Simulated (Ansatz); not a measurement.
# TaSi27C26 (Moissanite 3C): the cost of one run

Method: DFT, PBE, plane-wave PAW, default files, scalar-relativistic, as far as a step names no other, in Ansatz 0.2.0.

1 further run of the same task is left out (it didn't finish).

## (1) The structure to begin with

Symmetry: F-43m, No. 216, cubic system. Conventional cell: a = 13.074 Å, b = 13.074 Å, c = 13.074 Å, α = 90.00°, β = 90.00°, γ = 90.00°. Around Si (site symmetry 3m) lie 1 Ta at 1.89 Å and 3 C at 1.89 Å. Si (site symmetry 2mm) has 4 C at 1.89 Å as nearest neighbours. Si (site symmetry m) has 4 C at 1.89 Å as nearest neighbours. Si (site symmetry -43m) has 4 C at 1.89 Å as nearest neighbours. Si (site symmetry 3m) is surrounded by 4 C at 1.89 Å. Ta (site symmetry -43m) is surrounded by 4 Si at 1.89 Å. C (site symmetry m) is surrounded by 4 Si at 1.89 Å. C (site symmetry 3m) is surrounded by 4 Si at 1.89 Å. Only part of the 10 independent sites is listed.

Structure file:

```
CELL_PARAMETERS angstrom
0.00000 6.53700 6.53700
6.53700 0.00000 6.53700
6.53700 6.53700 0.00000
ATOMIC_POSITIONS crystal
Si 0.00000 0.00000 0.00000
Si 0.00000 0.00000 0.33333
Si 0.00000 0.00000 0.66667
Si 0.00000 0.33333 0.00000
Si 0.00000 0.33333 0.33333
Si 0.00000 0.33333 0.66667
Si 0.00000 0.66667 0.00000
Si 0.00000 0.66667 0.33333
Si 0.00000 0.66667 0.66667
Si 0.33333 0.00000 0.00000
Si 0.33333 0.00000 0.33333
Si 0.33333 0.00000 0.66667
Si 0.33333 0.33333 0.00000
Si 0.33333 0.33333 0.33333
Si 0.33333 0.33333 0.66667
Si 0.33333 0.66667 0.00000
Si 0.33333 0.66667 0.33333
Si 0.33333 0.66667 0.66667
Si 0.66667 0.00000 0.00000
Si 0.66667 0.00000 0.33333
Si 0.66667 0.00000 0.66667
Si 0.66667 0.33333 0.00000
Si 0.66667 0.33333 0.33333
Si 0.66667 0.33333 0.66667
Si 0.66667 0.66667 0.00000
Si 0.66667 0.66667 0.33333
Si 0.66667 0.66667 0.66667
Ta 0.08333 0.08333 0.08333
C 0.08333 0.08333 0.41667
C 0.08333 0.08333 0.75000
C 0.08333 0.41667 0.08333
C 0.08333 0.41667 0.41667
C 0.08333 0.41667 0.75000
C 0.08333 0.75000 0.08333
C 0.08333 0.75000 0.41667
C 0.08333 0.75000 0.75000
C 0.41667 0.08333 0.08333
C 0.41667 0.08333 0.41667
C 0.41667 0.08333 0.75000
C 0.41667 0.41667 0.08333
C 0.41667 0.41667 0.41667
C 0.41667 0.41667 0.75000
C 0.41667 0.75000 0.08333
C 0.41667 0.75000 0.41667
C 0.41667 0.75000 0.75000
C 0.75000 0.08333 0.08333
C 0.75000 0.08333 0.41667
C 0.75000 0.08333 0.75000
C 0.75000 0.41667 0.08333
C 0.75000 0.41667 0.41667
C 0.75000 0.41667 0.75000
C 0.75000 0.75000 0.08333
C 0.75000 0.75000 0.41667
C 0.75000 0.75000 0.75000
```

Atom 28 of the input is the impurity.

## (2) First run, atoms as given

Input file input.yaml:

```yaml
crystal:
  lattice:
    - [0.0, 6.537, 6.537]
    - [6.537, 0.0, 6.537]
    - [6.537, 6.537, 0.0]
  atoms:
    - { symbol: Si, position: [0.0, 0.0, 0.0] }
    - { symbol: Si, position: [0.0, 0.0, 0.3333333333] }
    - { symbol: Si, position: [0.0, 0.0, 0.6666666667] }
    - { symbol: Si, position: [0.0, 0.3333333333, 0.0] }
    - { symbol: Si, position: [0.0, 0.3333333333, 0.3333333333] }
    - { symbol: Si, position: [0.0, 0.3333333333, 0.6666666667] }
    - { symbol: Si, position: [0.0, 0.6666666667, 0.0] }
    - { symbol: Si, position: [0.0, 0.6666666667, 0.3333333333] }
    - { symbol: Si, position: [0.0, 0.6666666667, 0.6666666667] }
    - { symbol: Si, position: [0.3333333333, 0.0, 0.0] }
    - { symbol: Si, position: [0.3333333333, 0.0, 0.3333333333] }
    - { symbol: Si, position: [0.3333333333, 0.0, 0.6666666667] }
    - { symbol: Si, position: [0.3333333333, 0.3333333333, 0.0] }
    - { symbol: Si, position: [0.3333333333, 0.3333333333, 0.3333333333] }
    - { symbol: Si, position: [0.3333333333, 0.3333333333, 0.6666666667] }
    - { symbol: Si, position: [0.3333333333, 0.6666666667, 0.0] }
    - { symbol: Si, position: [0.3333333333, 0.6666666667, 0.3333333333] }
    - { symbol: Si, position: [0.3333333333, 0.6666666667, 0.6666666667] }
    - { symbol: Si, position: [0.6666666667, 0.0, 0.0] }
    - { symbol: Si, position: [0.6666666667, 0.0, 0.3333333333] }
    - { symbol: Si, position: [0.6666666667, 0.0, 0.6666666667] }
    - { symbol: Si, position: [0.6666666667, 0.3333333333, 0.0] }
    - { symbol: Si, position: [0.6666666667, 0.3333333333, 0.3333333333] }
    - { symbol: Si, position: [0.6666666667, 0.3333333333, 0.6666666667] }
    - { symbol: Si, position: [0.6666666667, 0.6666666667, 0.0] }
    - { symbol: Si, position: [0.6666666667, 0.6666666667, 0.3333333333] }
    - { symbol: Si, position: [0.6666666667, 0.6666666667, 0.6666666667] }
    - { symbol: Ta, position: [0.0833333333, 0.0833333333, 0.0833333333], spin: 1.0 }
    - { symbol: C, position: [0.0833333333, 0.0833333333, 0.4166666667] }
    - { symbol: C, position: [0.0833333333, 0.0833333333, 0.75] }
    - { symbol: C, position: [0.0833333333, 0.4166666667, 0.0833333333] }
    - { symbol: C, position: [0.0833333333, 0.4166666667, 0.4166666667] }
    - { symbol: C, position: [0.0833333333, 0.4166666667, 0.75] }
    - { symbol: C, position: [0.0833333333, 0.75, 0.0833333333] }
    - { symbol: C, position: [0.0833333333, 0.75, 0.4166666667] }
    - { symbol: C, position: [0.0833333333, 0.75, 0.75] }
    - { symbol: C, position: [0.4166666667, 0.0833333333, 0.0833333333] }
    - { symbol: C, position: [0.4166666667, 0.0833333333, 0.4166666667] }
    - { symbol: C, position: [0.4166666667, 0.0833333333, 0.75] }
    - { symbol: C, position: [0.4166666667, 0.4166666667, 0.0833333333] }
    - { symbol: C, position: [0.4166666667, 0.4166666667, 0.4166666667] }
    - { symbol: C, position: [0.4166666667, 0.4166666667, 0.75] }
    - { symbol: C, position: [0.4166666667, 0.75, 0.0833333333] }
    - { symbol: C, position: [0.4166666667, 0.75, 0.4166666667] }
    - { symbol: C, position: [0.4166666667, 0.75, 0.75] }
    - { symbol: C, position: [0.75, 0.0833333333, 0.0833333333] }
    - { symbol: C, position: [0.75, 0.0833333333, 0.4166666667] }
    - { symbol: C, position: [0.75, 0.0833333333, 0.75] }
    - { symbol: C, position: [0.75, 0.4166666667, 0.0833333333] }
    - { symbol: C, position: [0.75, 0.4166666667, 0.4166666667] }
    - { symbol: C, position: [0.75, 0.4166666667, 0.75] }
    - { symbol: C, position: [0.75, 0.75, 0.0833333333] }
    - { symbol: C, position: [0.75, 0.75, 0.4166666667] }
    - { symbol: C, position: [0.75, 0.75, 0.75] }
magnetization:
  spin_polarized: true
kpoints:
  mp_grid: { grid: [3, 3, 3] }
scf:
  occupations: { method: fermi_dirac, width: 0.01 }
hamiltonian:
  xc: pbe
  pseudopotentials: { kind: paw }
output:
  forces: true
  stress: true
  populations: true
  efg: { quadrupole_moments_barn: { Ta: 3.17 }, contact_densities: true }
```

On the command line:

```console
$ ansatz run input.yaml --threads 4 --pin off --max-ram 8192MiB --backend cpu --events-out ev --progress --plain --runs-dir out
```

What time and memory should one allow on 4 threads of Arm Neoverse V1, shared host?

About 63 s, with a peak of 2.3 GiB.
